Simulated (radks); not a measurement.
# Exchange and kinetic functionals tested on atomic densities: Ca²⁺, In¹⁶⁺, Gd³⁵⁺, Sr³⁵⁺, F²⁺, Pb⁴⁺

Aim: take each self-consistent density and evaluate many functionals on it, against the exact exchange and kinetic energies of the same orbitals. Every spin shell is full or empty, so the densities are truly spherical.

Method: non-relativistic Kohn-Sham, exchange-only B88, spin-polarised, spherical densities, point nucleus; open shells are filled with parallel spins first. Code: radks (a radial shooting solver on a logarithmic mesh, Libxc functionals) version 1.

## (1) The system

```
species : Ca²⁺ ([Ar]), In¹⁶⁺ ([Ar] 3d10 4s2 4p3), Gd³⁵⁺ ([Ar] 3d10 4s1), Sr³⁵⁺ ([He] 2s1), F²⁺ ([He] 2s2 2p3), Pb⁴⁺ ([Xe] 4f14 5d10)
```

## (2) Ca²⁺, [Ar]

Settings of this run:

```text
Z 20
configuration [Ar]
relativity non-relativistic
functional b88,
spin polarised
nucleus point
```

## (3) In¹⁶⁺, [Ar] 3d10 4s2 4p3

Settings of this run:

```text
Z 49
configuration [Ar] 3d10 4s2 4p3
relativity non-relativistic
functional b88,
spin polarised
nucleus point
```

## (4) Gd³⁵⁺, [Ar] 3d10 4s1

Settings of this run:

```text
Z 64
configuration [Ar] 3d10 4s1
relativity non-relativistic
functional b88,
spin polarised
nucleus point
```

## (5) Sr³⁵⁺, [He] 2s1

Settings of this run:

```text
Z 38
configuration [He] 2s1
relativity non-relativistic
functional b88,
spin polarised
nucleus point
```

## (6) F²⁺, [He] 2s2 2p3

Settings of this run:

```text
Z 9
configuration [He] 2s2 2p3
relativity non-relativistic
functional b88,
spin polarised
nucleus point
```

## (7) Pb⁴⁺, [Xe] 4f14 5d10

Settings of this run:

```text
Z 82
configuration [Xe] 4f14 5d10
relativity non-relativistic
functional b88,
spin polarised
nucleus point
```

**Question.** What will these runs give? Wanted: for each run, error in magnitude; Ca²⁺; In¹⁶⁺; Gd³⁵⁺; Sr³⁵⁺; F²⁺; Pb⁴⁺.

As calculated:

```tsv
error in magnitude (%)	Ca²⁺	In¹⁶⁺	Gd³⁵⁺	Sr³⁵⁺	F²⁺	Pb⁴⁺
exchange, LDA	-7.43	-5.25	-5.34	-13.17	-10.25	-3.79
exchange, B88	-0.03	+0.01	-0.12	-0.40	-0.17	+0.04
exchange, PBE	-0.56	-0.47	-0.61	-1.39	-0.84	-0.37
exchange, PBEsol	-3.31	-2.43	-2.53	-5.61	-4.39	-1.81
exchange, PW86	+0.36	-0.16	-0.36	+0.30	+0.49	-0.43
exchange, SOGGA	-3.35	-2.45	-2.55	-5.79	-4.48	-1.82
exchange, B86b	+0.03	-0.02	-0.17	-0.50	-0.11	-0.03
exchange, TPSS	+0.14	-0.27	-0.44	+0.34	+0.29	-0.46
exchange, revTPSS	-0.57	-0.93	-1.07	+0.20	-0.16	-0.92
kinetic, Thomas-Fermi	-6.94	-5.40	-5.07	-9.96	-8.76	-4.58
kinetic, von Weizsacker	-43.28	-57.23	-58.58	-7.56	-23.10	-64.89
kinetic, TF + vW	+49.78	+37.38	+36.35	+82.48	+68.14	+30.54
kinetic, TF + vW/5	+4.41	+3.16	+3.21	+8.53	+6.62	+2.45
kinetic, LC94	+0.09	+0.10	+0.25	+0.12	+0.13	+0.02
kinetic, APBEK	+0.21	+0.16	+0.29	+0.07	+0.21	+0.05
kinetic, revAPBEK	+0.52	+0.34	+0.47	+0.87	+0.79	+0.18
kinetic, PG1	+22.49	+15.71	+15.41	+47.24	+35.54	+12.29
kinetic, DePristo-Kress	+0.03	-0.05	+0.08	-0.18	-0.54	-0.19
```

Negative means that the magnitude is too small. For exchange the mean absolute error is least for B88 (0.13 %) and largest for LDA (7.54 %). Among the orbital-free kinetic functionals LC94 (0.12 %) does best and TF + vW (50.78 %) worst. The functionals are evaluated on one density each, not self-consistently.
